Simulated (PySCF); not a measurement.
**I₃: stationary points from several starts**

Which structure of I₃ lies lowest? The starts are linear and bent; the spin state tried: doublet. Each end point is tested by its vibrations.

The runs use PySCF 2.14.0; B3LYP, basis I def2-SVP with ECP28, scalar-relativistic core potentials, no spin–orbit coupling, density fitting.

## 1. The starting structure

3 atoms, charge 0, spin multiplicity 2.

Bond lengths: I1–I2 2.660 Å, I1–I3 2.660 Å. Angles: I2–I1–I3 180.0°.

```xyz
3
charge 0 multiplicity 2
I     0.0000    0.0000    0.0000
I     0.0000    0.0000    2.6600
I     0.0000    0.0000   -2.6600
```

## 2. Relaxation: linear start, doublet

The steps below are one call of a driver around PySCF. For each, scf.py gives the equivalent set-up of the SCF; relaxations use the driver's own optimiser. Before each start the driver seeks the lowest SCF state from one or more starting densities and follows internal instabilities, so scf.py alone need not reach the same state.

The program finds D∞h symmetry in the start, which this walk keeps. The walk stops when the largest gradient is under 0.0003 Eh/bohr and the energy has settled too.

Input file scf.py:

```python
from pyscf import gto, scf, dft
mol = gto.M(atom='''
I      0.000000     0.000000     0.000000
I      0.000000     0.000000     2.660000
I      0.000000     0.000000    -2.660000''',
    basis={'I': 'def2-SVP'},
    ecp={'I': 'def2-SVP'},
    charge=0, spin=1)
mf = dft.UKS(mol, xc='B3LYP')
mf.grids.atom_grid = (50, 194)
aux = {'I': 'def2-universal-JKFIT'}
mf = mf.density_fit(auxbasis=aux)
mf.kernel()
```

Steps of the walk:

```tsv
step	energy (Eh)	change (kJ/mol)	largest symmetric gradient (Eh/bohr)
0	-893.367376	0.00	0.04900
1	-893.383382	-42.02	0.01480
2	-893.385571	-47.77	0.00519
3	-893.385921	-48.69	0.00075
4	-893.385929	-48.71	0.00004
```

The walk needed 11 s of wall time on 4 threads, shared host.

Geometry (Å) and forces (eV/Å) at some steps:

```
step 0
I    0.000   0.000   0.000   0.000   0.000   0.000
I    0.000   0.000   2.660   0.000   0.000   2.520
I    0.000   0.000  -2.660   0.000   0.000  -2.520
step 1
I    0.000   0.000   0.000   0.000   0.000   0.000
I    0.000   0.000   2.800   0.000   0.000   0.761
I    0.000   0.000  -2.800   0.000   0.000  -0.761
step 2
I    0.000   0.000   0.000   0.000   0.000   0.000
I    0.000   0.000   2.859   0.000   0.000   0.267
I    0.000   0.000  -2.859   0.000   0.000  -0.267
step 3
I    0.000   0.000   0.000   0.000   0.000   0.000
I    0.000   0.000   2.890   0.000   0.000   0.039
I    0.000   0.000  -2.890   0.000   0.000  -0.039
step 4
I    0.000   0.000   0.000   0.000   0.000   0.000
I    0.000   0.000   2.895   0.000   0.000   0.002
I    0.000   0.000  -2.895   0.000   0.000  -0.002
```

After 4 steps and 48.7 kJ/mol it ends at D∞h: I–I 2.895 Å (×2); I–I–I 180.0°.

## 3. Is it a minimum? Harmonic modes

The point is checked on the finer grid, and tightened if its gradient asks for it. The Hessian and the dipole derivatives come from central differences of analytic gradients, with steps of 0.01 bohr.

scf.py: that of step 2 with these lines changed.

```diff
@@ -3,3 +3,3 @@
-I      0.000000     0.000000     0.000000
-I      0.000000     0.000000     2.660000
-I      0.000000     0.000000    -2.660000''',
+I      0.000000     0.000000    -0.000000
+I      0.000000     0.000000     2.895422
+I     -0.000000    -0.000000    -2.895422''',
@@ -10 +10 @@
-mf.grids.atom_grid = (50, 194)
+mf.grids.atom_grid = (75, 302)
```

This SCF starts from the last density.

SCF at the final geometry:

```text
init E= -893.385929068095
[... the frontier-level lines of each cycle are left out ...]
cycle= 1 E= -893.38592901446  delta_E= 5.36e-08  |g|= 0.000229  |ddm|= 0.00057
cycle= 2 E= -893.385927738429  delta_E= 1.28e-06  |g|= 0.00112  |ddm|= 0.00278
cycle= 3 E= -893.385929070428  delta_E= -1.33e-06  |g|= 5.94e-06  |ddm|= 0.00231
cycle= 4 E= -893.385929070455  delta_E= -2.73e-11  |g|= 6.39e-08  |ddm|= 1e-05
Extra cycle  E= -893.385929070455  delta_E= 2.27e-13  |g|= 9.2e-08  |ddm|= 6.65e-07
converged SCF energy = -893.385929070455  <S^2> = 0.75119057  2S+1 = 2.0011902
```

The whole step took 16 s.

Geometry: D∞h; I–I 2.895 Å (×2); I–I–I 180.0°.

Modes, for the most abundant isotopes:

```json
{"ω (cm⁻¹)": "50i", "IR (km/mol)": "0.4"}
{"ω (cm⁻¹)": "62", "IR (km/mol)": "0.0"}
{"ω (cm⁻¹)": "119", "IR (km/mol)": "0.0"}
{"ω (cm⁻¹)": "127", "IR (km/mol)": "7.1"}
```

1 mode is imaginary, the largest at 50i cm⁻¹: a saddle point, not a minimum.

The SCF density has lower symmetry than the nuclear frame, so the modes carry no labels; pairs that should be degenerate can split.

Constants and moments:

- Dipole moment: 0.00 D
- Highest occupied level: -7.07 eV
- Lowest empty level: -6.06 eV
- Rotational constants: 0.007923 cm⁻¹
- Zero-point energy (real modes): 1.8 kJ/mol
- Principal polarisabilities: 44.3, 44.8, 334.6 bohr³
- Atomisation energy without zero-point energy: 211 kJ/mol
- Principal traceless quadrupole moments about the centre of mass: -3.21, 1.26, 1.95 D Å
- Spin squared ⟨S²⟩: 0.751

Charges (e) and bond orders:

```csv
atom,Mulliken,Löwdin,polar tensor,spin (Mulliken),Mayer order to I1
I1,0.18,0.16,0.35,0.31,–
"I2,3",-0.09,-0.08,-0.17,0.35,0.79
```

Mulliken populations on I1 (outside its core potential): s 3.99, p 10.74, d 10.09.

## 4. Following the imaginary mode

The start is the last point, displaced along its most imaginary mode.

The program finds C2v symmetry in the start, which this walk keeps. The walk stops when the largest gradient is under 0.0003 Eh/bohr and the energy has settled too.

scf.py: that of step 3 with these lines changed.

```diff
@@ -3,3 +3,3 @@
-I      0.000000     0.000000    -0.000000
-I      0.000000     0.000000     2.895422
-I     -0.000000    -0.000000    -2.895422''',
+I     -0.082207     0.236097    -0.000000
+I      0.041104    -0.118049     2.895422
+I      0.041104    -0.118049    -2.895422''',
@@ -10 +10 @@
-mf.grids.atom_grid = (75, 302)
+mf.grids.atom_grid = (50, 194)
```

The optimiser's trace:

```tsv
step	energy (Eh)	change (kJ/mol)	largest symmetric gradient (Eh/bohr)
0	-893.387276	0.00	0.00399
1	-893.387911	-1.67	0.00245
2	-893.388851	-4.14	0.00084
3	-893.388861	-4.16	0.00025
4	-893.388863	-4.17	0.00003
```

The walk took 11 s.

Geometry (Å) and forces (eV/Å) at some steps:

```
step 0
I   -0.082   0.236   0.000  -0.010   0.092   0.000
I    0.041  -0.118   2.895   0.005  -0.046  -0.205
I    0.041  -0.118  -2.895   0.005  -0.046   0.205
step 1
I   -0.101   0.291   0.000  -0.005   0.095   0.000
I    0.051  -0.145   2.867   0.003  -0.048  -0.126
I    0.051  -0.145  -2.867   0.003  -0.048   0.126
step 2
I   -0.164   0.471   0.000   0.010  -0.025   0.000
I    0.082  -0.236   2.790  -0.005   0.013  -0.043
I    0.082  -0.236  -2.790  -0.005   0.013   0.043
step 3
I   -0.162   0.464   0.000   0.004  -0.001   0.001
I    0.081  -0.232   2.788  -0.002   0.001  -0.013
I    0.081  -0.232  -2.788  -0.002   0.001   0.013
step 4
I   -0.163   0.468   0.000   0.002   0.000   0.000
I    0.081  -0.234   2.784  -0.001   0.000   0.001
I    0.081  -0.234  -2.784  -0.001   0.000  -0.001
```

After 4 steps and 4.2 kJ/mol it ends at C2v: I–I 2.881 Å (×2); I–I–I 150.1°.

## 5. Frequencies

As before: finer grid, then central differences.

scf.py: that of step 4 with these lines changed.

```diff
@@ -3,3 +3,3 @@
-I     -0.082207     0.236097    -0.000000
-I      0.041104    -0.118049     2.895422
-I      0.041104    -0.118049    -2.895422''',
+I     -0.162875     0.467773    -0.000000
+I      0.081437    -0.233886     2.783635
+I      0.081437    -0.233886    -2.783635''',
@@ -10 +10 @@
-mf.grids.atom_grid = (50, 194)
+mf.grids.atom_grid = (75, 302)
```

SCF at the final geometry:

```text
init E= -893.388807392854
[... the frontier-level lines of each cycle are left out ...]
cycle= 1 E= -893.38880739019  delta_E= 2.66e-09  |g|= 5.42e-05  |ddm|= 0.00016
cycle= 2 E= -893.388807367807  delta_E= 2.24e-08  |g|= 0.000157  |ddm|= 0.00046
cycle= 3 E= -893.388807393236  delta_E= -2.54e-08  |g|= 7.38e-07  |ddm|= 0.000342
cycle= 4 E= -893.388807393236  delta_E= 4.55e-13  |g|= 4.13e-07  |ddm|= 3.1e-06
Extra cycle  E= -893.388807393236  delta_E=    0  |g|= 4.25e-07  |ddm|= 5.81e-06
converged SCF energy = -893.388807393236  <S^2> = 0.76371566  2S+1 = 2.013669
```

The whole step took 18 s.

Geometry: C2v; I–I 2.881 Å (×2); I–I–I 150.1°.

Harmonic modes (main isotopes):

| symmetry | ω (cm⁻¹) | IR (km/mol) |
| --- | --- | --- |
| a1 | 41 | 0.1 |
| a1 | 127 | 0.0 |
| b2 | 132 | 26.1 |

No mode is clearly imaginary, but the lowest, 41 cm⁻¹, lies within the numerical noise, so the point is not shown to be a minimum.

Properties at this point:

```yaml
Dipole_moment: 0.44 D
Highest_occupied_level: -7.08 eV
Lowest_empty_level: -5.62 eV
Rotational_constants: 0.361, 0.008572, 0.008373 cm⁻¹
Zero-point_energy: 1.8 kJ/mol
Principal_polarisabilities: 45.1, 50.3, 261.6 bohr³
Atomisation_energy_without_zero-point_energy: 219 kJ/mol
Principal_traceless_quadrupole_moments_about_the_centre_of_mass: -3.56, -0.02, 3.58 D Å
Rotational_symmetry_number: 2
Spin_squared_⟨S²⟩: 0.764
```

Populations by atom (charges in e):

```tsv
atom	Mulliken	Löwdin	polar tensor	spin (Mulliken)	Mayer order to I1
I1	0.17	0.17	0.57	0.29	–
I2,3	-0.09	-0.09	-0.28	0.35	0.77
```

Mulliken populations on I1 (outside its core potential): s 3.98, p 10.76, d 10.08.

## 6. Bent start, doublet: relaxation

The program finds C2v symmetry in the start, which this walk keeps.

scf.py: that of step 5 with these lines changed.

```diff
@@ -3,3 +3,3 @@
-I     -0.162875     0.467773    -0.000000
-I      0.081437    -0.233886     2.783635
-I      0.081437    -0.233886    -2.783635''',
+I      0.000000     0.000000    -1.017133
+I      2.178900    -0.000000     0.508567
+I     -2.178900     0.000000     0.508567''',
@@ -10 +10 @@
-mf.grids.atom_grid = (75, 302)
+mf.grids.atom_grid = (50, 194)
```

Energy and gradient, step by step:

```tsv
step	energy (Eh)	change (kJ/mol)	largest symmetric gradient (Eh/bohr)
0	-893.355262	0.00	0.04640
1	-893.373107	-46.85	0.01963
2	-893.379838	-64.53	0.00759
3	-893.383843	-75.04	0.01017
4	-893.385293	-78.85	0.01027
5	-893.386553	-82.15	0.00846
6	-893.388308	-86.76	0.00396
7	-893.388834	-88.14	0.00076
8	-893.388854	-88.20	0.00003
```

The walk needed 19 s of wall time on 4 threads, shared host.

It settles in C2v symmetry, 88.2 kJ/mol below the start, after 8 steps: I–I 2.882 Å (×2); I–I–I 151.9°.

## 7. The points found, side by side

| spin | group | bonds | imaginary modes (cm⁻¹) | ΔE (kJ/mol) | with zero-point energy |
| --- | --- | --- | --- | --- | --- |
| doublet | C2v | I–I 2.881 Å (×2) | none | 0.0 | 0.0 |
| doublet | D∞h (density of lower symmetry) | I–I 2.895 Å (×2) | 50i | 7.6 | – |

## 8. What came out

| quantity | value |
| --- | --- |
| lowest minimum | doublet, C2v |
| geometry | I–I 2.881 Å (×2); I–I–I 150.1° |
| wavenumbers (cm⁻¹) | 41 (a1), 127 (a1), 132 (b2) |
| dipole moment | 0.44 D |
| highest occupied, lowest empty level (either spin) | -7.08, -5.62 eV |
| polar-tensor charge of I1 | +0.57 e |
| zero-point energy | 1.8 kJ/mol |
| atomisation energy (no zero-point energy) | 219 kJ/mol |
| ⟨S²⟩ | 0.764 |

The lowest minimum found is the doublet of C2v symmetry. Its lowest mode, 41 cm⁻¹, is within the noise, so a slightly distorted shape may lie lower. The strongest infrared band lies at 132 cm⁻¹ (b2, stretch). A search over typed starts can miss a lower isomer. The soft modes, below some 90 cm⁻¹, carry numerical noise of tens of cm⁻¹, and the entropy with them. Spin–orbit coupling, left out here, can matter for elements this heavy.

The search up to here took 80 s.
